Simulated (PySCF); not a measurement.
# InNH2BrF (SMILES [NH2][In]([F])[Br]) at 6 levels

We compute a comparison of 6 runs (HF/STO-3G, HF/3-21G, B3LYP/3-21G, BLYP/def2-TZVP, BP86/def2-TZVP, MP2/3-21G) of InNH2BrF. Input form: a Python script.

Program for the calculation: PySCF 2.14.0.

## (1) The structure to begin with

InNH2BrF: 6 atoms, total charge 0, spin state singlet. SMILES: `[NH2][In]([F])[Br]`. The coordinates come from a PBE0-D4/def2-TZVP relaxation.

Bond lengths: N1–In2 2.000 Å, In2–F3 1.942 Å, In2–Br4 2.437 Å, N1–H5 1.011 Å, N1–H6 1.010 Å. Angles: N1–In2–F3 116.9°, N1–In2–Br4 127.8°, F3–In2–Br4 115.0°, In2–N1–H5 114.6°, In2–N1–H6 115.6°, H5–N1–H6 109.5°.

## (2) Energy and forces at HF/STO-3G (run 1)

input.py

```python
import pyscf.grad
from pyscf import gto, scf

mol = gto.Mole()
mol.atom = '''
N   -0.003900   1.242100  -0.097100
In   0.152700  -0.750700  -0.021300
F    1.472600  -1.481300   1.201200
Br  -0.939500  -2.389000  -1.456600
H    0.248700   1.717200   0.759000
H   -0.888600   1.597700  -0.431600
'''
mol.verbose = 3
mol.max_memory = 1860
mol.charge = 0
mol.basis = 'sto-3g'
mol.build()

calc0 = scf.RHF(mol)
calc0.conv_tol = 1e-10
calc0.kernel()
if not calc0.converged:
    calc0 = calc0.newton().run(calc0.mo_coeff, calc0.mo_occ)

etot = calc0.e_tot
print('Final energy', etot)
grad = calc0.Gradients().kernel()
calc0.analyze()
```

The run is started by

```console
$ OMP_NUM_THREADS=1 python input.py
```

What it wrote:

```text
converged SCF energy = -8380.58499507789
[... 17 lines left out ...]
MO #7   energy= -63.1280944237099  occ= 2
[... 9 lines left out ...]
MO #17  energy= -16.6256019781176  occ= 2
[... 9 lines left out ...]
MO #27  energy= -3.10402711744809  occ= 2
[... 9 lines left out ...]
MO #37  energy= -0.833856013173959 occ= 2
[... 9 lines left out ...]
MO #47  energy= -0.363736945181234 occ= 2
[... 9 lines left out ...]
MO #57  energy= 0.76784190739091   occ= 0
[... 7 lines left out ...]
Dipole moment(X, Y, Z, Debye): -0.84495,  1.95498,  1.33110
```

It took 14 s on 1 thread of Intel Xeon at 2.50GHz (Skylake/Cascade Lake), shared host; peak memory 0.13 GiB.

## (3) Energy and gradient at HF/3-21G (run 2)

input.py

```python
from pyscf import gto, scf

mol = gto.Mole()
mol.atom = '''
N     -0.003900     1.242100    -0.097100
In     0.152700    -0.750700    -0.021300
F      1.472600    -1.481300     1.201200
Br    -0.939500    -2.389000    -1.456600
H      0.248700     1.717200     0.759000
H     -0.888600     1.597700    -0.431600
'''
mol.spin = 0
mol.verbose = 4
mol.max_memory = 1860
mol.basis = '3-21g'
mol.build()

calc0 = scf.RHF(mol)
calc0.conv_tol = 1e-10
calc0.kernel()
if not calc0.converged:
    calc0 = calc0.newton().run(calc0.mo_coeff, calc0.mo_occ)

e_final = calc0.e_tot
print(f'total energy: {e_final:.8f} hartree')
grad = calc0.nuc_grad_method().kernel()
dip = calc0.dip_moment()
pop, q = calc0.mulliken_pop()
```

The run is started by

```console
$ OMP_NUM_THREADS=1 python input.py
```

What it wrote:

```text
PySCF version 2.14.0

[... 64 lines left out ...]
converged SCF energy = -8429.1018080438
total energy: -8429.10180804 hartree
[... 12 lines left out ...]
Dipole moment(X, Y, Z, Debye): -1.93601,  3.06280,  0.93431
[... 82 lines left out ...]
charge of    5H =      0.31927
```

It took 14 s on 1 thread of Intel Xeon at 2.50GHz (Skylake/Cascade Lake), shared host; peak memory 0.15 GiB.

## (4) Energy and gradient at B3LYP/3-21G (run 3)

mol.xyz

```xyz
6
BrFH2InN
N     -0.003900     1.242100    -0.097100
In     0.152700    -0.750700    -0.021300
F      1.472600    -1.481300     1.201200
Br    -0.939500    -2.389000    -1.456600
H      0.248700     1.717200     0.759000
H     -0.888600     1.597700    -0.431600
```

input.py

```python
from pyscf import gto, dft

mol = gto.Mole()
mol.atom = 'mol.xyz'
mol.basis = '3-21g'
mol.charge = 0
mol.verbose = 4
mol.max_memory = 1860
mol.build()

mf = dft.RKS(mol, xc='b3lyp')
mf.conv_tol = 1e-10
mf.grids.level = 5
mf.kernel()
if not mf.converged:
    mf = mf.newton().run(mf.mo_coeff, mf.mo_occ)

etot = mf.e_tot
print('Final energy', etot)
grad = mf.nuc_grad_method().kernel()
mf.analyze()
```

The run is started by

```console
$ OMP_NUM_THREADS=1 python input.py
```

What it wrote:

```text
PySCF version 2.14.0

[... 97 lines left out ...]
DFT Exchange-Correlation Energy =     -265.917792377783371
[... 16 lines left out ...]
MO #15  energy= -23.4962771075123  occ= 2
[... 14 lines left out ...]
MO #30  energy= -2.48390867159452  occ= 2
[... 14 lines left out ...]
MO #45  energy= -0.363869477419038 occ= 2
[... 14 lines left out ...]
MO #60  energy= 0.266031697004487  occ= 0
[... 14 lines left out ...]
MO #75  energy= 3.22795073074092   occ= 0
[... 84 lines left out ...]
Dipole moment(X, Y, Z, Debye): -1.57464,  3.02508,  0.78086
```

Wall time 40 s (1 thread of Intel Xeon at 2.50GHz (Skylake/Cascade Lake), shared host); peak memory 0.73 GiB.

Runs 4 to 5 aren't shown in full; the table further down has their settings and results.

## (5) Energy and gradient at MP2/3-21G (run 6)

input.py

```python
from pyscf import gto, mp

molecule = gto.Mole()
molecule.atom = '''
N     -0.007370     2.347229    -0.183492
In     0.288561    -1.418617    -0.040251
F      2.782811    -2.799251     2.269939
Br    -1.775398    -4.514556    -2.752575
H      0.469975     3.245038     1.434302
H     -1.679211     3.019215    -0.815606
'''
molecule.verbose = 3
molecule.max_memory = 1860
molecule.charge = 0
molecule.unit = 'bohr'
molecule.basis = '3-21g'
molecule.build()

mf = molecule.RHF()
mf.conv_tol = 1e-10
mf.kernel()
if not mf.converged:
    mf = mf.newton().run(mf.mo_coeff, mf.mo_occ)

pt = mp.MP2(mf, frozen=29).run()
etot = pt.e_tot
print(f'total energy: {etot:.8f} hartree')
grad = pt.nuc_grad_method().kernel()
dip = mf.dip_moment()
pop, q = mf.mulliken_pop()
```

The run is started by

```console
$ OMP_NUM_THREADS=1 python input.py
```

What it wrote:

```text
converged SCF energy = -8429.10180805298
[... 2 lines left out ...]
total energy: -8429.39870331 hartree
[... 9 lines left out ...]
Dipole moment(X, Y, Z, Debye): -1.93601,  3.06280,  0.93431
[... 82 lines left out ...]
charge of    5H =      0.31927
```

It took 20 s on 1 thread of Intel Xeon at 2.50GHz (Skylake/Cascade Lake), shared host; peak memory 0.54 GiB.

## (6) Overview of the runs

| run | level | integration grid | core potential | energy (Eh) | dipole moment (D) of the reference | HOMO energy (eV) | LUMO energy (eV) | wall time |
| --- | --- | --- | --- | --- | --- | --- | --- | --- |
| 1 | HF/STO-3G | – | – | -8380.584995 | 2.51 | -7.76 | 6.03 | 14 s |
| 2 | HF/3-21G | – | – | -8429.101808 | 3.74 | -10.89 | 1.24 | 14 s |
| 3 | B3LYP/3-21G | 5 | – | -8434.073813 | 3.50 | -6.98 | -1.90 | 40 s |
| 4 | BLYP/def2-TZVP (core potential) | 5 | def2-svp | -2920.213539 | 3.16 | -6.62 | -3.04 | 3.7 min |
| 5 | BP86/def2-TZVP (core potential) | 5 | def2-svp | -2920.643785 | 3.17 | -6.87 | -3.19 | 3.6 min |
| 6 | MP2/3-21G | – | – | -8429.398703 | 3.74 | -10.89 | 1.24 | 20 s |

## (7) Results

```
                                           quantity           value
                                run 6: total energy  -8429.39870 Eh
        run 6: dipole moment (Hartree–Fock density)          3.74 D
         run 6: HOMO energy (Hartree–Fock orbitals)       -10.89 eV
         run 6: LUMO energy (Hartree–Fock orbitals)         1.24 eV
       run 6: HOMO–LUMO gap (Hartree–Fock orbitals)        12.12 eV
run 6: correlation energy (29 core orbitals frozen)      -296.9 mEh
                    run 6: largest force on an atom      1.431 eV/Å
```

In words: Over runs 1, 2, 3, 4, 5 the dipole moment (its size) runs from 2.51 D (HF/STO-3G) to 3.74 D (HF/3-21G). Over runs 1, 2, 3, 4, 5 the HOMO–LUMO gap runs from 3.58 eV (BLYP/def2-TZVP) to 13.79 eV (HF/STO-3G). The two ends differ in method and basis and core potential. Totals of different functionals can't be ranked against each other. Some runs of one species differ in core potentials or relativity; totals across that change don't compare. In run 1 the basis is minimal, so the values are rough. In runs 1, 2, 3, 6 relativity is left out where basis or elements ask for it. All runs together took 8.8 min, the longest 3.7 min.
